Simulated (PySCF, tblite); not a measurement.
**C₄H₁₁B₂NO: geometry, infrared bands and NMR shifts**

Wanted: the infrared bands and NMR shifts of C₄H₁₁B₂NO (`C=C(BC)COBN`), by calculation.

The runs use tblite 0.8.0 and PySCF 2.14.0, with density-fitted response routines of our own; the level of theory stands in each step. All values are computed, except where a source is named. Atoms count from 0, in the outputs and in this text.

### Step 1. Starting geometry

19 atoms, charge 0, multiplicity 1; geometry from: force field or distance geometry start.

Bonds of the start (Å): C0–C1 1.34, C1–B2 1.54, B2–C3 1.59, C1–C4 1.49, C4–O5 1.39, O5–B6 1.48, B6–N7 1.55, C0–H8 1.09, C0–H9 1.08, B2–H10 1.18, C3–H11 1.12, C3–H12 1.12, C3–H13 1.10, C4–H14 1.14, C4–H15 1.09, B6–H16 1.19, N7–H17 1.05, N7–H18 1.03.

### Step 2. Optimising the geometry with GFN2-xTB

Job settings and geometry (Å):

```
{"job": {"kind": "relax", "xc": "GFN2-xTB", "basis": "xTB"}, "charge": 0, "multiplicity": 1}
C     -1.053000    -0.642900     0.883600
C     -0.783200     0.025400    -0.246000
B     -1.856400     0.691100    -1.125700
C     -3.340000     0.126800    -1.013300
C      0.632900     0.141600    -0.683500
O      1.410000    -0.532100     0.256400
B      2.844100    -0.463200    -0.109200
N      3.741600     0.299600     0.891500
H     -2.086700    -0.734300     1.219900
H     -0.241400    -1.077100     1.444500
H     -1.758100     1.837600    -1.405700
H     -3.335700    -0.983700    -1.179600
H     -3.656700     0.254400     0.056200
H     -4.044200     0.616500    -1.694900
H      0.941600     1.228300    -0.801800
H      0.691800    -0.372700    -1.640700
H      3.324400    -1.483800    -0.499100
H      3.915300     1.255500     0.480900
H      4.644100    -0.178000     1.020800
```

Run with:

```console
$ OMP_NUM_THREADS=1 python probes_run.py task.json out
```

One launch serves the whole session: the jobs run in the order shown.

**Question.** This job is followed by: GFN2-xTB harmonic vibrations, gas phase; GIAO PBE0/pcSseg-1 NMR shielding, non-relativistic, gas phase. Predict these results of the whole session: strongest single infrared mode (GFN2-xTB); zero-point energy (GFN2-xTB); 13C shifts against TMS (PBE0/pcSseg-1); 1H shifts against TMS (PBE0/pcSseg-1, means over atoms taken as alike); 11B shifts against BF3·OEt2 (PBE0/pcSseg-1); 17O shifts against H2O (PBE0/pcSseg-1); 15N shifts against NH3 (PBE0/pcSseg-1).

The runs gave:

| quantity | value |
| --- | --- |
| strongest single infrared mode (GFN2-xTB) | 1342 cm⁻¹, 382 km/mol |
| zero-point energy (GFN2-xTB) | 94.4 kcal/mol |
| 13C shifts against TMS (PBE0/pcSseg-1) | 163.3, 141.0, 78.1, 8.6 ppm |
| 1H shifts against TMS (PBE0/pcSseg-1, means over atoms taken as alike) | 7.19, 6.76, 6.54, 4.97, 4.15, 3.01, 1.09 ppm |
| 11B shifts against BF3·OEt2 (PBE0/pcSseg-1) | 74.9, 26.5 ppm |
| 17O shifts against H2O (PBE0/pcSseg-1) | 127.4 ppm |
| 15N shifts against NH3 (PBE0/pcSseg-1) | 80.0 ppm |

What this shows: The optimisation took 121 steps and gained 2.265 eV; among the close pairs (by a distance rule), B6–N7 changed most, from 1.546 to 1.397 Å. The lowest mode is imaginary (30i cm⁻¹), so the xTB geometry is not a minimum. The strongest single mode, at 1342 cm⁻¹, is spread over many atoms; the largest shares are those of B6. Unscaled tight-binding wavenumbers are off by several per cent, some by more. Its intensities can rank the bands wrongly.
